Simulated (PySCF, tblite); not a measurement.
# C₇H₁₁BO: vibronic structure

Aim: compute the vibronic structure of C₇H₁₁BO (`C=C(/C=C/C=O)B(C)C`).

Programs: tblite 0.8.0 and PySCF 2.14.0, with routines of our own; each step states its level. All values are computed. Atoms count from 0.

## (1) The system as given

20 atoms, charge 0, multiplicity 1; geometry from: force field or distance geometry start.

## (2) Geometry optimisation with GFN2-xTB

Job settings and geometry (Å):

```
{"job": {"kind": "relax", "xc": "GFN2-xTB", "basis": "xTB"}, "charge": 0, "multiplicity": 1}
C     -0.184400     2.364400     0.252600
C      0.087600     1.075500     0.134000
C      1.481900     0.565700     0.266600
C      1.665500    -0.723100     0.132800
C      3.012800    -1.313200     0.255200
O      3.091600    -2.555100     0.115500
B     -1.062100     0.089600    -0.118400
C     -1.513600    -0.185200    -1.603100
C     -1.809500    -0.719500     1.022800
H      0.604000     3.069800     0.439400
H     -1.238700     2.709100     0.157500
H      2.298500     1.267300     0.449800
H      0.821000    -1.393100    -0.030600
H      3.898400    -0.746100     0.421200
H     -1.528600     0.773100    -2.156300
H     -2.580500    -0.570000    -1.541800
H     -0.938000    -0.991100    -2.090800
H     -1.228600    -1.534800     1.472000
H     -2.161100    -0.004500     1.832600
H     -2.721500    -1.168200     0.586200
```

On the command line:

```bash
> OMP_NUM_THREADS=1 python excited_run.py task.json out
```

The driver reads the jobs from task.json and runs them one after another.

What it wrote:

```text
step      E/eV     max force
  0    -701.54558    4.432
  1    -701.78689    4.276
  2    -701.93493    1.221
  3    -701.98955    0.769
  4    -702.03710    0.584
  5    -702.05713    0.366
  6    -702.06780    0.247
  7    -702.08007    0.263
  8    -702.08807    0.267
  9    -702.09425    0.205
 10    -702.10033    0.236
 11    -702.10808    0.245
 12    -702.11637    0.207
 13    -702.12390    0.199
 14    -702.13033    0.195
 15    -702.13603    0.181
 16    -702.14126    0.178
 17    -702.14603    0.161
 18    -702.15004    0.128
 19    -702.15283    0.104
 20    -702.15453    0.101
 21    -702.15568    0.084
 22    -702.15664    0.082
 23    -702.15750    0.065
 24    -702.15832    0.084
 25    -702.15913    0.079
 26    -702.15984    0.080
 27    -702.16037    0.075
 28    -702.16079    0.060
 29    -702.16124    0.052
 30    -702.16181    0.059
 31    -702.16236    0.054
 32    -702.16273    0.035
 33    -702.16293    0.034
 34    -702.16311    0.030
 35    -702.16334    0.038
 36    -702.16356    0.037
 37    -702.16373    0.034
 38    -702.16390    0.037
 39    -702.16416    0.048
 40    -702.16456    0.057
 41    -702.16501    0.058
 42    -702.16536    0.039
 43    -702.16556    0.028
 44    -702.16570    0.030
 45    -702.16582    0.028
 46    -702.16592    0.019
 47    -702.16600    0.019
 48    -702.16607    0.021
 49    -702.16616    0.025
 50    -702.16624    0.020
 51    -702.16629    0.017
 52    -702.16633    0.016
 53    -702.16637    0.020
 54    -702.16643    0.024
 55    -702.16649    0.022
 56    -702.16656    0.020
 57    -702.16664    0.023
 58    -702.16674    0.035
 59    -702.16685    0.037
 60    -702.16696    0.027
 61    -702.16705    0.020
 62    -702.16716    0.025
 63    -702.16726    0.027
 64    -702.16733    0.021
 65    -702.16736    0.013
 66    -702.16738    0.009
```

Wall time 1.5 s (1 thread of AMD EPYC, shared host); peak memory 0.18 GiB.

Relaxation path: (not every step is listed)

```tsv
step	energy from step 0 (eV)	largest force (eV/Å)
0	0.0000	4.4319
1	-0.2413	4.2761
2	-0.3894	1.2210
3	-0.4440	0.7689
4	-0.4915	0.5840
5	-0.5116	0.3658
6	-0.5222	0.2468
7	-0.5345	0.2626
8	-0.5425	0.2666
13	-0.5783	0.1986
18	-0.6045	0.1276
23	-0.6119	0.0647
28	-0.6152	0.0599
33	-0.6173	0.0340
38	-0.6183	0.0369
43	-0.6200	0.0285
48	-0.6205	0.0211
53	-0.6208	0.0196
58	-0.6212	0.0351
61	-0.6215	0.0200
62	-0.6216	0.0246
63	-0.6217	0.0269
64	-0.6218	0.0214
65	-0.6218	0.0133
66	-0.6218	0.0086
```

Close pairs (by a distance rule), those that changed most:

```tsv
bond	before (Å)	after (Å)	change (Å)
C7–H15	1.136	1.087	-0.049
C8–H18	1.136	1.089	-0.047
C4–H13	1.065	1.110	+0.045
C4–O5	1.252	1.209	-0.044
C1–B6	1.535	1.578	+0.042
C1–C2	1.490	1.448	-0.042
C0–H10	1.113	1.077	-0.036
C2–C3	1.309	1.345	+0.036
```

The final coordinates are the input of the step that follows.

## (3) Infrared spectrum with GFN2-xTB

Job settings and geometry (Å):

```
{"job": {"kind": "ir", "xc": "GFN2-xTB", "basis": "xTB"}, "charge": 0, "multiplicity": 1}
C     -0.120248     2.332338     0.289169
C      0.043506     1.010081     0.136126
C      1.378912     0.462332     0.256343
C      1.691993    -0.836902     0.107801
C      3.049399    -1.328054     0.246535
O      3.390287    -2.481474     0.128406
B     -1.172411     0.049254    -0.159132
C     -1.628330    -0.168414    -1.648376
C     -1.882743    -0.657364     1.054010
H      0.704406     2.995679     0.502110
H     -1.090620     2.793146     0.208521
H      2.173639     1.166785     0.481488
H      0.933705    -1.572815    -0.120878
H      3.793757    -0.538804     0.480974
H     -1.555959     0.737470    -2.246697
H     -2.633865    -0.568477    -1.750528
H     -0.953511    -0.886257    -2.116816
H     -1.188638    -1.333898     1.552379
H     -2.173703     0.066976     1.813834
H     -2.764725    -1.230924     0.781698
```

What it wrote:

```text
mode    cm-1     km/mol
  1     -59.8      0.94
  2      12.7      2.13
  3      33.5      1.35
  4      76.9      5.77
  5      81.8      2.35
  6     133.3      0.32
  7     171.8      1.46
  8     179.9      2.71
  9     237.4      3.95
 10     250.8      1.19
 11     353.4      2.16
 12     375.8      1.50
 13     490.4      1.18
 14     544.0      0.45
 15     554.0     16.46
 16     637.7      0.08
 17     665.3      2.59
 18     687.2      0.45
 19     807.1      0.78
 20     835.5      8.05
 21     875.9    104.94
 22     880.4     11.08
 23     899.0     18.86
 24     921.7      5.06
 25     977.1      5.87
 26     999.7     10.32
 27    1109.0    103.58
 28    1133.9    120.10
 29    1139.7    193.49
 30    1200.6      5.60
 31    1273.0     13.52
 32    1280.3     36.03
 33    1377.5     60.86
 34    1383.4     12.22
 35    1385.6      3.61
 36    1412.8      2.17
 37    1471.5      3.07
 38    1477.3      4.83
 39    1484.4      3.61
 40    1490.6      0.54
 41    1599.3    213.34
 42    1628.4     75.07
 43    1726.1    478.67
 44    2737.5    142.06
 45    2994.4      8.94
 46    3002.2     21.05
 47    3016.7     38.80
 48    3020.4     11.84
 49    3030.4     19.59
 50    3039.5      7.92
 51    3044.5     68.13
 52    3074.9     28.62
 53    3082.8     28.41
 54    3116.9     31.16
```

Wall time 2.5 s (1 thread of AMD EPYC, shared host); peak memory 0.18 GiB.

Which atoms move in the most intense modes:

```tsv
cm⁻¹	km/mol	atoms
876	104.9	B6 24 %, H18 19 %, H16 13 %
1109	103.6	B6 44 %
1134	120.1	C4 37 %, C3 36 %, H12 12 %
1140	193.5	B6 69 %
1599	213.3	C1 32 %, C0 25 %, C2 19 %, C3 14 %
1628	75.1	C3 33 %, C2 27 %, C0 18 %, C1 15 %
1726	478.7	C4 59 %, O5 38 %
2738	142.1	H13 94 %
```

## (4) Vibronic structure: TDA B3LYP/def2-SV(P)

The job, as its differences from that of step 3:

```diff
@@ -1,2 +1,2 @@
-{"job": {"kind": "ir", "xc": "GFN2-xTB", "basis": "xTB"}, "charge": 0, "multiplicity": 1}
+{"job": {"kind": "vib", "xc": "B3LYP", "basis": "def2-SV(P)", "tda": true}, "charge": 0, "multiplicity": 1}
 C     -0.120248     2.332338     0.289169
```

Method: TDA B3LYP/def2-SV(P) vertical-gradient vibronic structure (displaced harmonic oscillators, Condon), gas phase.

What it wrote:

```text
final grid: 73816 points
cycle   1  E = -372.9152552646  dE =  1.062e+00  |g| = 9.204e-01  |ddm| = 4.727e+00
cycle   2  E = -372.2887722072  dE =  6.265e-01  |g| = 1.919e+00  |ddm| = 4.878e+00
cycle   3  E = -373.0858013715  dE = -7.970e-01  |g| = 2.996e-01  |ddm| = 4.128e+00
cycle   4  E = -373.1075050606  dE = -2.170e-02  |g| = 9.258e-02  |ddm| = 4.953e-01
cycle   5  E = -373.1092096375  dE = -1.705e-03  |g| = 4.484e-02  |ddm| = 1.468e-01
cycle   6  E = -373.1097091209  dE = -4.995e-04  |g| = 1.020e-02  |ddm| = 5.043e-02
cycle   7  E = -373.1097360191  dE = -2.690e-05  |g| = 2.972e-03  |ddm| = 1.468e-02
cycle   8  E = -373.1097377980  dE = -1.779e-06  |g| = 1.112e-03  |ddm| = 5.185e-03
cycle   9  E = -373.1097380827  dE = -2.846e-07  |g| = 4.601e-04  |ddm| = 1.719e-03
cycle  10  E = -373.1097381399  dE = -5.722e-08  |g| = 6.079e-05  |ddm| = 6.208e-04
cycle  11  E = -373.1097381410  dE = -1.052e-09  |g| = 1.274e-05  |ddm| = 1.234e-04
cycle  12  E = -373.1097381410  dE = -4.309e-11  |g| = 3.955e-06  |ddm| = 2.166e-05
converged SCF energy = -373.1097381410

Singlet excitations (eV, f): 3.368 (0.0000)  4.771 (0.0011)  5.157 (0.3419)  5.283 (0.2990)  5.417 (0.0065)  5.999 (0.3192)

State S1  3.3678 eV  f = 0.00002  H-1->L 0.96
  relaxed dipole 1.212 D, largest gradient of the excitation energy 0.0825 Eh/bohr
  mode    cm-1        S   lambda/meV  Raman
   43   1726.1    0.5890     126.1   1.000
   28   1133.9    0.5967      83.9   0.437
   41   1599.3    0.4121      81.7   0.601
   42   1628.4    0.1637      33.1   0.247
   34   1383.4    0.0646      11.1   0.070
   32   1280.3    0.0609       9.7   0.057
   12    375.8    0.1940       9.0   0.016
   15    554.0    0.1214       8.3   0.021
   30   1200.6    0.0270       4.0   0.022
   25    977.1    0.0262       3.2   0.014
   11    353.4    0.0615       2.7   0.004
   35   1385.6    0.0152       2.6   0.017
  reorganisation energy 0.3821 eV, total S 2.520, 0-0 2.9857 eV
  absorption maximum 3.194 eV, width 0.582 eV

State S3  5.1569 eV  f = 0.34193  H->L 0.44, H-1->L+1 0.44
  relaxed dipole 2.797 D, largest gradient of the excitation energy 0.0309 Eh/bohr
  mode    cm-1        S   lambda/meV  Raman
   41   1599.3    0.2204      43.7   1.000
   15    554.0    0.2744      18.8   0.149
   20    835.5    0.1407      14.6   0.174
   11    353.4    0.2159       9.5   0.048
   43   1726.1    0.0381       8.2   0.201
   17    665.3    0.0715       5.9   0.056
   13    490.4    0.0509       3.1   0.022
   28   1133.9    0.0213       3.0   0.049
   27   1109.0    0.0152       2.1   0.033
    4     76.9    0.1815       1.7   0.002
    5     81.8    0.1272       1.3   0.002
   34   1383.4    0.0075       1.3   0.025
  reorganisation energy 0.1221 eV, total S 1.531, 0-0 5.0349 eV
  absorption maximum 5.041 eV, width 0.130 eV

State S6  5.9987 eV  f = 0.31916  H-2->L 0.69, H->L 0.10, H-4->L 0.10
  relaxed dipole 8.795 D, largest gradient of the excitation energy 0.0610 Eh/bohr
  mode    cm-1        S   lambda/meV  Raman
   27   1109.0    1.8065     248.4   1.000
   41   1599.3    0.5799     115.0   0.668
   35   1385.6    0.4762      81.8   0.412
   12    375.8    1.1298      52.6   0.072
   28   1133.9    0.3354      47.2   0.194
   34   1383.4    0.2143      36.8   0.185
   10    250.8    1.1776      36.6   0.033
   20    835.5    0.1819      18.8   0.057
   13    490.4    0.2976      18.1   0.032
   42   1628.4    0.0843      17.0   0.101
   11    353.4    0.3674      16.1   0.021
   43   1726.1    0.0601      12.9   0.081
  reorganisation energy 0.7559 eV, total S 8.311, 0-0 5.2429 eV
  absorption maximum 5.941 eV, width 0.772 eV

State T1  2.7203 eV  f = 0.00000  H->L 0.94
  relaxed dipole 4.738 D, largest gradient of the excitation energy 0.0932 Eh/bohr
  mode    cm-1        S   lambda/meV  Raman
   41   1599.3    1.8794     372.7   1.000
   32   1280.3    0.3870      61.4   0.132
   28   1133.9    0.1593      22.4   0.043
   42   1628.4    0.1077      21.7   0.059
   36   1412.8    0.0849      14.9   0.035
    8    179.9    0.6066      13.5   0.004
   25    977.1    0.0614       7.4   0.012
   43   1726.1    0.0279       6.0   0.017
   12    375.8    0.1165       5.4   0.003
    5     81.8    0.2702       2.7   0.000
   34   1383.4    0.0129       2.2   0.005
   13    490.4    0.0311       1.9   0.002
  reorganisation energy 0.5433 eV, total S 3.968, 0-0 2.1770 eV
  absorption maximum 2.581 eV, width 0.646 eV
```

Wall time 74 s (1 thread of AMD EPYC, shared host); peak memory 0.85 GiB.

## (5) Vibronic structure: TDA wB97X/def2-SV(P)

The job, as its differences from that of step 4:

```diff
@@ -1,2 +1,2 @@
-{"job": {"kind": "vib", "xc": "B3LYP", "basis": "def2-SV(P)", "tda": true}, "charge": 0, "multiplicity": 1}
+{"job": {"kind": "vib", "xc": "wB97X", "basis": "def2-SV(P)", "tda": true}, "charge": 0, "multiplicity": 1}
 C     -0.120248     2.332338     0.289169
```

Level: TDA wB97X/def2-SV(P) vertical-gradient vibronic structure (displaced harmonic oscillators, Condon), gas phase.

What it wrote:

```text
final grid: 73816 points
cycle   1  E = -372.8303525203  dE =  1.555e+00  |g| = 8.433e-01  |ddm| = 4.550e+00
cycle   2  E = -372.7191738694  dE =  1.112e-01  |g| = 1.217e+00  |ddm| = 2.978e+00
cycle   3  E = -372.9991152890  dE = -2.799e-01  |g| = 6.948e-02  |ddm| = 1.977e+00
cycle   4  E = -373.0007921763  dE = -1.677e-03  |g| = 3.895e-02  |ddm| = 1.361e-01
cycle   5  E = -373.0012621221  dE = -4.699e-04  |g| = 1.075e-02  |ddm| = 7.279e-02
cycle   6  E = -373.0013113534  dE = -4.923e-05  |g| = 4.391e-03  |ddm| = 3.037e-02
cycle   7  E = -373.0013222977  dE = -1.094e-05  |g| = 1.771e-03  |ddm| = 1.380e-02
cycle   8  E = -373.0013240422  dE = -1.745e-06  |g| = 4.211e-04  |ddm| = 6.904e-03
cycle   9  E = -373.0013241518  dE = -1.096e-07  |g| = 1.606e-04  |ddm| = 1.655e-03
cycle  10  E = -373.0013241639  dE = -1.203e-08  |g| = 7.084e-05  |ddm| = 3.572e-04
cycle  11  E = -373.0013241659  dE = -2.034e-09  |g| = 2.059e-05  |ddm| = 1.927e-04
cycle  12  E = -373.0013241662  dE = -2.477e-10  |g| = 9.055e-06  |ddm| = 6.812e-05
converged SCF energy = -373.0013241662

Singlet excitations (eV, f): 3.847 (0.0001)  5.623 (0.8132)  5.649 (0.1423)  6.193 (0.0026)  6.543 (0.0393)  6.857 (0.0007)

State S1  3.8475 eV  f = 0.00009  H-1->L 0.81, H-1->L+2 0.15
  relaxed dipole 0.516 D, largest gradient of the excitation energy 0.0891 Eh/bohr
  mode    cm-1        S   lambda/meV  Raman
   43   1726.1    0.7449     159.4   1.000
   28   1133.9    0.2507      35.2   0.145
   41   1599.3    0.1458      28.9   0.168
   42   1628.4    0.0603      12.2   0.072
    8    179.9    0.3270       7.3   0.005
   15    554.0    0.0798       5.5   0.011
   12    375.8    0.0966       4.5   0.006
   30   1200.6    0.0253       3.8   0.016
   32   1280.3    0.0195       3.1   0.014
   34   1383.4    0.0155       2.7   0.013
    5     81.8    0.2033       2.1   0.001
   17    665.3    0.0197       1.6   0.004
  reorganisation energy 0.2706 eV, total S 2.042, 0-0 3.5769 eV
  absorption maximum 3.795 eV, width 0.462 eV

State S2  5.6231 eV  f = 0.81317  H->L 0.78, H->L+1 0.13
  relaxed dipole 6.246 D, largest gradient of the excitation energy 0.0679 Eh/bohr
  mode    cm-1        S   lambda/meV  Raman
   41   1599.3    0.9773     193.8   1.000
   16    637.7    0.2637      20.8   0.043
   32   1280.3    0.1179      18.7   0.077
    8    179.9    0.8331      18.6   0.011
    4     76.9    1.1171      10.7   0.003
   12    375.8    0.1840       8.6   0.010
   14    544.0    0.1165       7.9   0.014
   36   1412.8    0.0445       7.8   0.036
   42   1628.4    0.0332       6.7   0.035
   28   1133.9    0.0443       6.2   0.023
   18    687.2    0.0648       5.5   0.012
    5     81.8    0.4379       4.4   0.001
  reorganisation energy 0.3422 eV, total S 4.732, 0-0 5.2810 eV
  absorption maximum 5.531 eV, width 0.516 eV

State S3  5.6486 eV  f = 0.14229  H->L+1 0.72, H->L 0.14, H-3->L+1 0.12
  relaxed dipole 4.966 D, largest gradient of the excitation energy 0.0840 Eh/bohr
  mode    cm-1        S   lambda/meV  Raman
   41   1599.3    0.5945     117.9   1.000
   20    835.5    0.8376      86.8   0.385
   16    637.7    0.5073      40.1   0.136
    4     76.9    2.0517      19.6   0.008
   14    544.0    0.1901      12.8   0.037
   36   1412.8    0.0640      11.2   0.084
   17    665.3    0.1228      10.1   0.036
   42   1628.4    0.0497      10.0   0.087
   10    250.8    0.2717       8.4   0.011
   15    554.0    0.1188       8.2   0.024
    8    179.9    0.2480       5.5   0.005
   32   1280.3    0.0328       5.2   0.035
  reorganisation energy 0.3678 eV, total S 5.614, 0-0 5.2808 eV
  absorption maximum 5.587 eV, width 0.516 eV

State T1  2.8560 eV  f = 0.00000  H->L 0.89
  relaxed dipole 4.443 D, largest gradient of the excitation energy 0.1154 Eh/bohr
  mode    cm-1        S   lambda/meV  Raman
   41   1599.3    2.4932     494.4   1.000
   32   1280.3    0.5233      83.1   0.135
   42   1628.4    0.2282      46.1   0.095
   28   1133.9    0.2152      30.3   0.043
   36   1412.8    0.1003      17.6   0.031
   25    977.1    0.0936      11.3   0.014
    8    179.9    0.4541      10.1   0.002
   12    375.8    0.0869       4.1   0.002
   43   1726.1    0.0160       3.4   0.007
   34   1383.4    0.0151       2.6   0.005
   10    250.8    0.0622       1.9   0.001
   21    875.9    0.0169       1.8   0.002
  reorganisation energy 0.7194 eV, total S 4.669, 0-0 2.1366 eV
  absorption maximum 2.729 eV, width 0.666 eV
```

Run time: 86 s. Hardware: 1 thread of AMD EPYC, shared host; peak memory 0.97 GiB.

## (6) Outcome

```
                                                                                      quantity                     value
                                                     strongest single infrared mode (GFN2-xTB)     1726 cm⁻¹, 479 km/mol
                                                                  zero-point energy (GFN2-xTB)             99.2 kcal/mol
S1: vertical, reorganisation, 0-0, total S (step 4, TDA B3LYP/def2-SV(P), modes from GFN2-xTB)  3.37, 0.38, 2.99 eV; 2.5
S3: vertical, reorganisation, 0-0, total S (step 4, TDA B3LYP/def2-SV(P), modes from GFN2-xTB)  5.16, 0.12, 5.03 eV; 1.5
S6: vertical, reorganisation, 0-0, total S (step 4, TDA B3LYP/def2-SV(P), modes from GFN2-xTB)  6.00, 0.76, 5.24 eV; 8.3
S1: vertical, reorganisation, 0-0, total S (step 5, TDA wB97X/def2-SV(P), modes from GFN2-xTB)  3.85, 0.27, 3.58 eV; 2.0
S2: vertical, reorganisation, 0-0, total S (step 5, TDA wB97X/def2-SV(P), modes from GFN2-xTB)  5.62, 0.34, 5.28 eV; 4.7
S3: vertical, reorganisation, 0-0, total S (step 5, TDA wB97X/def2-SV(P), modes from GFN2-xTB)  5.65, 0.37, 5.28 eV; 5.6
```

What this shows: The lowest mode is imaginary (60i cm⁻¹), so the xTB geometry is not a minimum. The strongest single mode, at 1726 cm⁻¹, moves mainly C4 and O5. GFN2-xTB is a fitted tight-binding method: band positions and strengths are rough. Its intensities can rank the bands wrongly. The vibronic model keeps the ground-state modes (from xTB) and shifts them along the gradient alone, so it can miss much of the relaxation that a full optimisation finds. Some states lie very close; unless symmetry makes them partners, their order is unsure.
